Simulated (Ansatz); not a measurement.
**H2Se2S (SMILES [SeH]S[SeH]): one structure at several levels**

Aim: energy, forces and dipole at a structure displaced at random from a GFN2-xTB minimum, from CCSD(T) and from density functionals.

Computed with Ansatz 0.2.0, Gaussian basis. Level: single points in def2-TZVPP.

Correlated methods freeze the cores. Filled d shells of the heavier atoms are correlated.

### 1 The system as given

SMILES `[SeH]S[SeH]`, 5 atoms, charge 0, spin multiplicity 1.

Atoms are counted from 1 here; the program's logs count them from 0.

Bond lengths: Se1–S2 2.184 Å, Se1–H4 1.387 Å, S2–Se3 2.248 Å, Se3–H5 1.262 Å. Angles: S2–Se1–H4 93.5°, Se1–S2–Se3 108.6°, S2–Se3–H5 94.3°.

Geometry (Å):

```
Se   -1.5234   -0.7937   -0.7362
S    -0.2278   -0.6065    1.0116
Se    1.8860   -0.3094    0.3068
H    -1.7359    0.5731   -0.8317
H     1.7799    0.9449    0.2172
```

### 2 CCSD(T)/def2-TZVPP

Input file run/in.yaml:

```yaml
crystal:
  periodic: [false, false, false]
  atoms:
    - {symbol: Se, position_ang: [-1.523400, -0.793700, -0.736200]}
    - {symbol: S, position_ang: [-0.227800, -0.606500, 1.011600]}
    - {symbol: Se, position_ang: [1.886000, -0.309400, 0.306800]}
    - {symbol: H, position_ang: [-1.735900, 0.573100, -0.831700]}
    - {symbol: H, position_ang: [1.779900, 0.944900, 0.217200]}
basis:
  gaussian: {orbitals: def2-TZVPP}
correlation: {method: ccsd_t}
output: {forces: true}
```

No record of the launch command was kept for these runs.

### 3 PBE0-D4/def2-TZVPP

Changes to run/in.yaml since step 2:

```diff
@@ -10,3 +10,3 @@
   gaussian: {orbitals: def2-TZVPP}
-correlation: {method: ccsd_t}
-output: {forces: true}
+hamiltonian: {xc: pbe0, dispersion: d4}
+output: {forces: true, orbitals: {seedname: orbitals}}
```

### 4 wB97M-V/def2-TZVPP

Changes to run/in.yaml since step 3:

```diff
@@ -10,3 +10,3 @@
   gaussian: {orbitals: def2-TZVPP}
-hamiltonian: {xc: pbe0, dispersion: d4}
-output: {forces: true, orbitals: {seedname: orbitals}}
+hamiltonian: {xc: {name: wB97M-V}}
+output: {forces: true}
```

### 5 r2SCAN-D4/def2-TZVPP

Changes to run/in.yaml since step 4:

```diff
@@ -10,3 +10,3 @@
   gaussian: {orbitals: def2-TZVPP}
-hamiltonian: {xc: {name: wB97M-V}}
+hamiltonian: {xc: r2scan, dispersion: d4}
 output: {forces: true}
```

### 6 PBE-D4/def2-TZVPP

Changes to run/in.yaml since step 5:

```diff
@@ -10,3 +10,3 @@
   gaussian: {orbitals: def2-TZVPP}
-hamiltonian: {xc: r2scan, dispersion: d4}
+hamiltonian: {xc: pbe, dispersion: d4}
 output: {forces: true}
```

### 7 BLYP-D4/def2-TZVPP

Changes to run/in.yaml since step 6:

```diff
@@ -10,3 +10,3 @@
   gaussian: {orbitals: def2-TZVPP}
-hamiltonian: {xc: pbe, dispersion: d4}
+hamiltonian: {xc: {name: BLYP}, dispersion: d4}
 output: {forces: true}
```

### 8 r2SCAN0-D4/def2-TZVPP

Changes to run/in.yaml since step 7:

```diff
@@ -10,3 +10,3 @@
   gaussian: {orbitals: def2-TZVPP}
-hamiltonian: {xc: {name: BLYP}, dispersion: d4}
+hamiltonian: {xc: {name: r2SCAN0}, dispersion: d4}
 output: {forces: true}
```

(Steps that only read results are left out.)

Q: Predict the outcome of this session. Wanted: energy less free atoms, CCSD(T)/def2-TZVPP; RMS force component; RMS force error; HOMO and LUMO, PBE0-D4; T1 diagnostic.

As calculated:

| quantity | value |
| --- | --- |
| energy less free atoms, CCSD(T)/def2-TZVPP | -1033.0 kJ/mol |
| RMS force component | 2.832 to 3.021 eV/Å over the methods |
| RMS force error | PBE0-D4 0.156, wB97M-V 0.102, r2SCAN-D4 0.098, PBE-D4 0.240, BLYP-D4 0.342, r2SCAN0-D4 0.164 eV/Å |
| HOMO and LUMO, PBE0-D4 | -7.11 and -1.98 eV |
| T1 diagnostic | 0.011 |

Against CCSD(T) the functionals' energies less atoms differ by -97.8 to -29.1 kJ/mol, PBE-D4 by -97.8 kJ/mol. A larger basis would deepen the CCSD(T) value, while the functionals are nearly converged already, so the order here is not reliable. The forces of r2SCAN-D4 come nearest to CCSD(T), those of BLYP-D4 are farthest. Frozen-core CCSD(T) forces in triple zeta carry basis errors of their own, and this is one geometry, so small gaps rank nothing.
